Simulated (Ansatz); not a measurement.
# BCl₂H₃Si + HCl: a complex and its separated parts

The complex below is one end of an elementary step. How strongly is it bound against its free parts?

The runs use Ansatz 0.2.0, Gaussian basis; PBE0-D4/def2-TZVP structures, single points in def2-TZVPP, no counterpoise correction.

Levels: SPW92, PBE-D4, BLYP-D4, r2SCAN-D4, B97M-V, PBE0-D4, B3LYP-D4, r2SCAN0-D4, BHLYP-D4, CAM-B3LYP-D4, wB97X-V, wB97M-V, B2PLYP, PBE-QIDH, RPA on PBE, Hartree-Fock, MP2, CCSD, CCSD(T).

Cores are frozen in the correlated methods. B3LYP uses VWN-RPA correlation. B2PLYP carries no dispersion term here.

95 further runs of the same task are left out: 1 that didn't finish, 94 set aside as unsound or not needed.

## Step 1: The system as given

The complex: 9 atoms, charge 0, spin multiplicity 1.

Atoms are counted from 1 here; the program's logs count them from 0.

Bond lengths: B1–Cl3 1.742 Å, B1–Cl4 1.754 Å, B1–Si6 2.017 Å, Cl2–H5 1.281 Å, Si6–H7 1.485 Å, Si6–H8 1.491 Å, Si6–H9 1.485 Å. Angles: Cl3–B1–Cl4 118.0°, Cl3–B1–Si6 121.0°, Cl4–B1–Si6 120.9°, B1–Si6–H7 111.2°, B1–Si6–H8 107.4°, B1–Si6–H9 110.9°, H7–Si6–H8 108.5°, H7–Si6–H9 110.2°, H8–Si6–H9 108.6°.

As a file:

```xyz
9
charge 0, multiplicity 1
B    -0.2817   -0.8706    0.6797
Cl   -1.6393    0.5103   -2.0504
Cl   -0.2692   -2.5438    0.1961
Cl   -1.6213   -0.3073    1.6614
H    -2.3871    0.8953   -1.0846
Si    1.2502    0.3576    0.2166
H     0.8195    1.7790    0.2257
H     2.2991    0.1736    1.2599
H     1.8298    0.0060   -1.1046
```

Its parts: BCl₂H₃Si holds atoms 1, 3, 4, 6, 7, 8, 9; HCl holds atoms 2, 5. Each part counts its atoms afresh in its own runs.

## Step 2: Relaxing BCl₂H₃Si alone

The input, relax-a/in.yaml:

```yaml
crystal:
  periodic: [false, false, false]
  atoms:
    - {symbol: B, position_ang: [-0.281717, -0.870572, 0.679707]}
    - {symbol: Cl, position_ang: [-0.269187, -2.543816, 0.196065]}
    - {symbol: Cl, position_ang: [-1.621274, -0.307265, 1.661409]}
    - {symbol: Si, position_ang: [1.250215, 0.357590, 0.216563]}
    - {symbol: H, position_ang: [0.819468, 1.778969, 0.225734]}
    - {symbol: H, position_ang: [2.299073, 0.173558, 1.259942]}
    - {symbol: H, position_ang: [1.829775, 0.005994, -1.104580]}
basis:
  gaussian: {orbitals: def2-TZVP}
hamiltonian: {xc: pbe0, dispersion: d4}
relax: {f_tol: 0.005, max_steps: 200}
```

Run with:

```sh
$ ansatz run in.yaml --threads 8 --pin off --events-out ev --progress --plain --max-ram 19148MiB
```

Further steps of the session: Relaxing HCl alone; SPW92/def2-TZVPP; PBE-D4/def2-TZVPP; BLYP-D4/def2-TZVPP; r2SCAN-D4/def2-TZVPP; B97M-V/def2-TZVPP; PBE0-D4/def2-TZVPP; B3LYP-D4/def2-TZVPP; r2SCAN0-D4/def2-TZVPP; BHLYP-D4/def2-TZVPP; CAM-B3LYP-D4/def2-TZVPP; wB97X-V/def2-TZVPP; wB97M-V/def2-TZVPP; B2PLYP/def2-TZVPP; PBE-QIDH/def2-TZVPP; RPA on PBE/def2-TZVPP; CCSD(T)/def2-TZVPP; Vibrations of BCl₂H₃Si; Vibrations of HCl.

What does the calculation give? Wanted: complex less parts, CCSD(T)/def2-TZVPP; with zero-point energy; largest T1 diagnostic.

The runs gave:

| quantity | value |
| --- | --- |
| complex less parts, CCSD(T)/def2-TZVPP | -9.5 kJ/mol |
| with zero-point energy | -6.5 kJ/mol |
| largest T1 diagnostic | 0.013 |

What this shows: At CCSD(T) the complex lies 9.5 kJ/mol below its parts. Among the functionals PBE-QIDH lands nearest to CCSD(T) (+1.2 kJ/mol) and SPW92 farthest (-8.4 kJ/mol). By rung, the mean size of the error is: LDA 8.4, GGA 3.6, meta-GGA 2.7, hybrid 3.2, range-separated hybrid 3.2, double hybrid 2.9 kJ/mol. PBE-D4 gives a relative energy 3.7 kJ/mol too low, an error of 40 % of the reference. No counterpoise was applied, and triple zeta lacks some correlation, so the CCSD(T) reference has a basis error of its own, and close matches with it are partly luck.
